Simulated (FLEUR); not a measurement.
# Sn3Te (Pm-3m) in FLEUR: single point with PBEsol

Aim: the single point of Sn3Te with PBEsol.

Everything below comes from runs of FLEUR MaX-R8.1 (later development tree). Logs are shortened: lines on timing, memory, paths and dates and some standing lists are left out, and cuts for length are marked.

### Step 1. The structure

The structure is cubic, space group Pm-3m (No. 221). Conventional cell: a = 4.866 Å, b = 4.866 Å, c = 4.866 Å, α = 90.00°, β = 90.00°, γ = 90.00°. Te (site symmetry m-3m) has 12 Sn at 3.44 Å as nearest neighbours. Sn (site symmetry 4/mmm) is surrounded by 4 Te at 3.44 Å and 8 Sn at 3.44 Å.

The cell comes from a database or a generator and needn't be the stable form of this composition.

### Step 2. Single point, PBEsol

inp.xml

```xml
<?xml version="1.0" encoding="UTF-8" standalone="no"?>
<fleurInput fleurInputVersion="0.39">
   <comment>
      Sn3Te                                                                                               
   </comment>
   <calculationSetup>
      <cutoffs Kmax="4.1" Gmax="12.7" GmaxXC="12.7" numbands="0"/>
      <scfLoop itmax="60" minDistance="0.00001" maxIterBroyd="15" imix="Anderson" alpha="0.05" precondParam="0.0" spinf="2.0" sdNocoIR="T"/>
      <coreElectrons ctail="T" frcor="F" kcrel="0" coretail_lmax="0"/>
      <xcFunctional name="PBEs" relativisticCorrections="F"/>
      <magnetism jspins="1"/>
      <soc l_soc="F" theta="0.0" phi="0.0" spav="F"/>
      <expertModes spex="0" secvar="F"/>
      <geometryOptimization l_f="T" forcealpha="1.0" forcemix="BFGS" epsdisp="0.0005" epsforce="0.0002"/>
      <ldaU l_linMix="F" mixParam="0.05" spinf="1.0"/>
   </calculationSetup>
   <cell>
      <bzIntegration valenceElectrons="88.0" mode="hist" fermiSmearingEnergy="0.00183747">
         <kPointListSelection listName="default-1"/>
         <!-- k-points included here -->
         <xi:include xmlns:xi="http://www.w3.org/2001/XInclude" href="kpts.xml"> </xi:include>
      </bzIntegration>
      <!-- symmetry operations included here -->
      <xi:include xmlns:xi="http://www.w3.org/2001/XInclude" href="sym.xml"> </xi:include>
      <bulkLattice scale="1.0">
         <bravaisMatrix>
            <row-1>    9.1946930058285012     0.0000000000000000     0.0000000000000000</row-1>
            <row-2>    0.0000000000000000     9.1946930058285012     0.0000000000000000</row-2>
            <row-3>    0.0000000000000000     0.0000000000000000     9.1946930058285012</row-3>
         </bravaisMatrix>
[... 20 lines left out ...]
      <species name="Tin (Sn)" element="Sn" atomicNumber="50">
         <mtSphere radius="2.66" gridPoints="879" logIncrement="0.015"/>
         <atomicCutoffs lmax="10" lnonsphr="10"/>
         <electronConfig flipSpins="F">
            <coreConfig>(1s1/2) (2s1/2) (2p1/2) (2p3/2) (3s1/2) (3p1/2) (3p3/2) (3d3/2) (3d5/2)</coreConfig>
            <valenceConfig>(4s1/2) (4p1/2) (4p3/2) (5s1/2) (4d3/2) (4d5/2) (5p1/2) (5p3/2)</valenceConfig>
            <stateOccupation state="(5p1/2)" spinUp="0.333333" spinDown="0.333333"/>
            <stateOccupation state="(5p3/2)" spinUp="0.666667" spinDown="0.666667"/>
         </electronConfig>
         <energyParameters s="5" p="5" d="4" f="4"/>
         <lo type="SCLO" l="0" n="4" eDeriv="0"/>
         <lo type="SCLO" l="1" n="4" eDeriv="0"/>
         <lo type="SCLO" l="1" n="4" eDeriv="1"/>
         <lo type="SCLO" l="2" n="4" eDeriv="2"/>
         <lo type="SCLO" l="3" n="4" eDeriv="2"/>
      </species>
   </atomSpecies>
   <atomGroups>
      <atomGroup species="Tellurium (Te)">
         <relPos label="                   1">.0000000000 .0000000000 .0000000000</relPos>
         <force calculate="T" relaxXYZ="TTT"/>
      </atomGroup>
      <atomGroup species="Tin (Sn)">
         <relPos label="                   2">.0000000000 1.000/2.000 1.000/2.000</relPos>
         <relPos label="                   3">1.000/2.000 .0000000000 1.000/2.000</relPos>
         <relPos label="                   4">1.000/2.000 1.000/2.000 .0000000000</relPos>
         <force calculate="T" relaxXYZ="TTT"/>
      </atomGroup>
   </atomGroups>
   <output dos="F" band="F" slice="F">
      <checks vchk="F" cdinf="F"/>
      <bandDOS minEnergy="-.5*Htr" maxEnergy="0.5*Htr" sigma="0.015" storeEVData="T"/>
      <vacuumDOS vacdos="F" integ="F" star="F" nstars="0" locx1="0.0" locy1="0.0" locx2="0.0" locy2="0.0" nstm="0" tworkf="0.0"/>
      <unfoldingBand unfoldBand="F" supercellX="1" supercellY="1" supercellZ="1"/>
      <plotting iplot="0" polar="F">
         <plot TwoD="T" vec1="  1.0  0.0  0.0" vec2="  0.0  1.0  0.0" vec3="  0.0  0.0  1.0" zero="  0.0  0.0  0.0" file="plot"/>
      </plotting>
      <chargeDensitySlicing numkpt="0" minEigenval="0.0" maxEigenval="0.0" nnne="0" pallst="F"/>
      <specialOutput eonly="F"/>
      <moessbauerParams electricFieldGradient="T" isomerShift="T" coreHyperfine="T" valenceHyperfine="T"/>
      <magneticCircularDichroism mcd="F" energyLo="-10.0" energyUp="0.0"/>
   </output>
  <!-- We include the file relax.xml here to enable relaxations (see documentation) -->
  <xi:include xmlns:xi="http://www.w3.org/2001/XInclude" href="relax.xml"> <xi:fallback/> </xi:include>
</fleurInput>
```

crystal.txt

```
Sn3Te
&input cartesian=F /
4.8656220000  0.0000000000  0.0000000000
0.0000000000  4.8656220000  0.0000000000
0.0000000000  0.0000000000  4.8656220000
1.8897261246
1.0 1.0 1.0

4
52 0.0000000000  0.0000000000  0.0000000000
50 0.0000000000  0.5000000000  0.5000000000
50 0.5000000000  0.0000000000  0.5000000000
50 0.5000000000  0.5000000000  0.0000000000

&kpt div1=6 div2=6 div3=6 gamma=T /
```

Potentials or basis: all-electron, FLAPW.

Command:

```sh
$ inpgen -f crystal.txt -profile fastHighL
$ # inp.xml edited to the form shown
$ fleur_MPI
```

Output:

```text
Welcome to FLEUR        (www.flapw.de)
      MaX-Release 8.1          (www.max-centre.eu)

 ========== k-point set info ==========
 Selected k-point list: default-1
 k-point list type: mesh
 6 x 6 x 6
 Number of k points: 20

 ------------Calculation Setup---------------------------
 Number of MPI-tasks      :            1
 Number of PE/node        :            1
 Number of OMP-threads    :            1
 Most efficient MPI parallelization for:
           1           2           4           5          10          20
 Additional eigenvalue parallelization possible
 Number of basis functions:         1090
 Approximate size of matrices (H+S) per k-point:         0.018 GB
 --------------------------------------------------------
 Iteration:     1   Distance:       4.35529693 me/bohr^3
 Iteration:     2   Distance:       4.07422316 me/bohr^3
 Iteration:     3   Distance:       1.40289525 me/bohr^3
 Iteration:     4   Distance:       0.45941042 me/bohr^3
 Iteration:     5   Distance:       0.40816748 me/bohr^3
 Iteration:     6   Distance:       0.08789587 me/bohr^3
 Iteration:     7   Distance:       0.02936463 me/bohr^3
 Iteration:     8   Distance:       0.02213139 me/bohr^3
 Iteration:     9   Distance:       0.00177447 me/bohr^3
 Iteration:    10   Distance:       0.00190581 me/bohr^3
 Iteration:    11   Distance:       0.00034833 me/bohr^3
 Iteration:    12   Distance:       0.00011149 me/bohr^3
 Iteration:    13   Distance:       0.00003113 me/bohr^3
 Iteration:    14   Distance:       0.00000867 me/bohr^3

 ********************************************************************
 Run finished successfully
 Stop message:
   Structural relaxation: Done
 ********************************************************************
```

out.xml (last iteration):

```text
<iteration numberForCurrentRun="   15" overallNumber="   15">
         <energyParameters units="Htr">
            <atomicEP atomType="1" spin="1" branch="5s" branchLowest="-5.60" branchHighest="0.31" value="-0.1558772014"/>
            <atomicEP atomType="1" spin="1" branch="5p" branchLowest="-3.76" branchHighest="0.94" value="0.1488180993"/>
            <atomicEP atomType="1" spin="1" branch="5d" branchLowest="-1.08" branchHighest="2.03" value="0.4002173036"/>
            <atomicEP atomType="1" spin="1" branch="4f" branchLowest="-9.99" branchHighest="1.54" value="0.5588061312"/>
            <loAtomicEP atomType="1" spin="1" branch="4p" branchLowest="-29.07" branchHighest="-3.76" value="-3.7747327777"/>
            <loAtomicEP atomType="1" spin="1" branch="4p" branchLowest="-29.07" branchHighest="-3.76" value="-3.7747327777"/>
            <loAtomicEP atomType="1" spin="1" branch="4d" branchLowest="-20.13" branchHighest="-1.08" value="-1.0936037311"/>
            <loAtomicEP atomType="1" spin="1" branch="4d" branchLowest="-20.13" branchHighest="-1.08" value="-1.0936037311"/>
            <loAtomicEP atomType="1" spin="1" branch="5s" branchLowest="-5.60" branchHighest="0.31" value="-0.1558772014"/>
            <loAtomicEP atomType="1" spin="1" branch="4f" branchLowest="-9.99" branchHighest="1.54" value="0.5588059348"/>
            <atomicEP atomType="2" spin="1" branch="5s" branchLowest="-4.48" branchHighest="0.66" value="-0.0015300220"/>
            <atomicEP atomType="2" spin="1" branch="5p" branchLowest="-2.86" branchHighest="1.27" value="0.2239112640"/>
            <atomicEP atomType="2" spin="1" branch="4d" branchLowest="-16.95" branchHighest="-0.49" value="-0.5060739534"/>
            <atomicEP atomType="2" spin="1" branch="4f" branchLowest="-9.99" branchHighest="1.79" value="0.5816932454"/>
            <loAtomicEP atomType="2" spin="1" branch="4s" branchLowest="-30.59" branchHighest="-4.48" value="-4.4849789177"/>
            <loAtomicEP atomType="2" spin="1" branch="4p" branchLowest="-25.22" branchHighest="-2.86" value="-2.8699372640"/>
            <loAtomicEP atomType="2" spin="1" branch="4p" branchLowest="-25.22" branchHighest="-2.86" value="-2.8699372640"/>
            <loAtomicEP atomType="2" spin="1" branch="4d" branchLowest="-16.95" branchHighest="-0.49" value="-0.5188274529"/>
            <loAtomicEP atomType="2" spin="1" branch="4f" branchLowest="-9.99" branchHighest="1.79" value="0.5816948814"/>
         </energyParameters>
         <eigenvalues>
            <eigenvaluesAt spin="1" ikpt="1" k_x="0.00000000" k_y="0.00000000" k_z="0.00000000">
                      -4.4849807810       -4.4849770680       -4.4849770680       -3.7631194753       -3.7631194753
                      -3.7631194753       -2.8620566361       -2.8620566361       -2.8620566361       -2.8620515258
                      -2.8620515258       -2.8620515258       -2.8601898936       -2.8601898936       -2.8601898936
                      -1.0967397221       -1.0967397221       -1.0967320030       -1.0967320030       -1.0967320030
                      -0.5241158622       -0.5241158622       -0.5241158622       -0.5233451628       -0.5233451628
                      -0.5226428265       -0.5214632126       -0.5214632126       -0.5214632126       -0.5195028202
                      -0.5184162200       -0.5184162200       -0.5170573603       -0.5170573603       -0.5170573603
                      -0.1862405353       -0.0271328151        0.0818715002        0.0818715002        0.1140208603
                       0.1140208603        0.1140208603        0.2832961585        0.2832961585        0.2832961585
                       0.3385677097        0.3385677097        0.3385677097        0.4349435640        0.4444482729
                       0.4444482729        0.4602376253        0.4602376253        0.4602376253        0.4995950283
[... 71 lines left out ...]
            <state n="3" l="1" j="1.5" energy="-28.5005049947" weight="2.0000000000"/>
            <state n="4" l="0" j="0.5" energy="-5.5973939816" weight="1.0000000000"/>
            <state n="3" l="2" j="1.5" energy="-20.3666093824" weight="2.0000000000"/>
            <state n="3" l="2" j="2.5" energy="-19.9735765606" weight="3.0000000000"/>
         </coreStates>
         <coreStates atomType="     2" atomicNumber=" 50" spin="1" kinEnergy="   6220.1440601676" eigValSum="  -3696.7050797772" lostElectrons=" 0.000000">
            <state n="1" l="0" j="0.5" energy="-1064.5872432301" weight="1.0000000000"/>
            <state n="2" l="0" j="0.5" energy="-160.3200344355" weight="1.0000000000"/>
            <state n="2" l="1" j="0.5" energy="-149.7460414613" weight="1.0000000000"/>
            <state n="2" l="1" j="1.5" energy="-141.2766405988" weight="2.0000000000"/>
            <state n="3" l="0" j="0.5" energy="-30.5874868021" weight="1.0000000000"/>
            <state n="3" l="1" j="0.5" energy="-26.2917778265" weight="1.0000000000"/>
            <state n="3" l="1" j="1.5" energy="-24.7452447647" weight="2.0000000000"/>
            <state n="3" l="2" j="1.5" energy="-17.1468666653" weight="2.0000000000"/>
            <state n="3" l="2" j="2.5" energy="-16.8274840252" weight="3.0000000000"/>
         </coreStates>
         <allElectronCharges>
            <spinDependentCharge spin="1" total="202.0000000" interstitial="7.6312917" mtSpheres="194.3687083"/>
            <totalCharge value="201.9999999962"/>
         </allElectronCharges>
         <moessbauerParams unitsHFF="kG" unitsIS="e/bohr^3" unitsEFG="Htr/bohr^2">
            <coreIsomerShift atomType="1" isTotal="231852.35276">
               <shell n="1" l="0" isomerShift="201377.33532"/>
               <shell n="2" l="0" isomerShift="23973.02651"/>
               <shell n="2" l="1" isomerShift="631.57691"/>
               <shell n="3" l="0" isomerShift="4736.39327"/>
               <shell n="3" l="1" isomerShift="135.36080"/>
               <shell n="4" l="0" isomerShift="998.65993"/>
               <shell n="3" l="2" isomerShift="0.00003"/>
            </coreIsomerShift>
            <coreIsomerShift atomType="2" isTotal="193344.85561">
               <shell n="1" l="0" isomerShift="169102.89671"/>
               <shell n="2" l="0" isomerShift="19816.45737"/>
               <shell n="2" l="1" isomerShift="477.18391"/>
               <shell n="3" l="0" isomerShift="3848.22605"/>
               <shell n="3" l="1" isomerShift="100.09155"/>
               <shell n="3" l="2" isomerShift="0.00002"/>
            </coreIsomerShift>
            <isomerShift atomType="1" nucleusRadius="0.0001189" averageDensity="231977.97877"/>
            <isomerShift atomType="2" nucleusRadius="0.0001161" averageDensity="194202.85717"/>
            <electricFieldGradient atomType="1" VXX="0.00000" VYY="0.00000" VZZ="0.00000" asymParam="0.00000">
            </electricFieldGradient>
            <electricFieldGradient atomType="2" VXX="0.60874" VYY="0.60874" VZZ="-1.21749" asymParam="0.00000">
            </electricFieldGradient>
         </moessbauerParams>
         <totalEnergy                                    value="   -25322.9993349760" units="Htr">
            <sumOfEigenvalues                            value="   -15307.4337593667">
               <coreElectrons value="-15181.4093700547"/>
               <valenceElectrons value="-126.0243893119"/>
            </sumOfEigenvalues>
            <densityCoulombPotentialIntegral value="-41127.2570340131"/>
            <densityEffectivePotentialIntegral value="-41996.2467215628"/>
            <chargeDenXCDenIntegral value="-660.9238854403"/>
            <FockExchangeEnergyValence value="0.0000000000"/>
            <FockExchangeEnergyCore value="0.0000000000"/>
            <atomTypeDependentContributions atomType="1">
               <electronNucleiInteractionDifferentMTs value="8238.0318853348"/>
               <MadelungTerm value="-25.8876608417"/>
            </atomTypeDependentContributions>
            <atomTypeDependentContributions atomType="2">
               <electronNucleiInteractionDifferentMTs value="22452.2735612739"/>
               <MadelungTerm value="-71.0667872749"/>
            </atomTypeDependentContributions>
            <tkbTimesEntropy value="0.0008852111"/>
            <freeEnergy value="-25323.0002201871"/>
            <extrapolationTo0K value="-25322.9997775816"/>
         </totalEnergy>
         <totalForcesOnRepresentativeAtoms units="Htr/bohr">
            <forceTotal atomType="1" x="0.000000" y="0.000000" z="0.000000" F_x="0.00000000" F_y="0.00000000" F_z="0.00000000"/>
            <forceTotal atomType="2" x="0.000000" y="4.597347" z="4.597347" F_x="0.00000000" F_y="0.00000000" F_z="0.00000000"/>
         </totalForcesOnRepresentativeAtoms>
      </iteration>
```

Run time: 4 min. Hardware: 1 thread of Arm Neoverse V2, shared host; peak memory 0.11 GiB.

Results:

| Quantity | Value |
| --- | --- |
| Free energy | -689073.9399 eV |
| Band gap on the k mesh | none (metal or under the smearing width) |
| Valence electrons inside the program's atomic spheres | Te 20.01; Sn 20.12 (radii Te 2.66, Sn 2.66 bohr) |

Core levels (eV from the Fermi level):
```tsv
atom	levels
1 Te	1s1/2 -31587.2, 2s1/2 -4839.1, 2p1/2 -4534.2, 2p3/2 -4259.9, 3s1/2 -959.3, 3p1/2 -834.0, 3p3/2 -782.8, 4s1/2 -159.6, 3d3/2 -561.5, 3d5/2 -550.8
2 Sn	1s1/2 -28976.2, 2s1/2 -4369.8, 2p1/2 -4082.1, 2p3/2 -3851.6, 3s1/2 -839.6, 3p1/2 -722.7, 3p3/2 -680.6, 3d3/2 -473.9, 3d5/2 -465.2
3 Sn	1s1/2 -28976.2, 2s1/2 -4369.8, 2p1/2 -4082.1, 2p3/2 -3851.6, 3s1/2 -839.6, 3p1/2 -722.7, 3p3/2 -680.6, 3d3/2 -473.9, 3d5/2 -465.2
4 Sn	1s1/2 -28976.2, 2s1/2 -4369.8, 2p1/2 -4082.1, 2p3/2 -3851.6, 3s1/2 -839.6, 3p1/2 -722.7, 3p3/2 -680.6, 3d3/2 -473.9, 3d5/2 -465.2
```

Spin-orbit coupling is left out, which matters for the levels of Te.
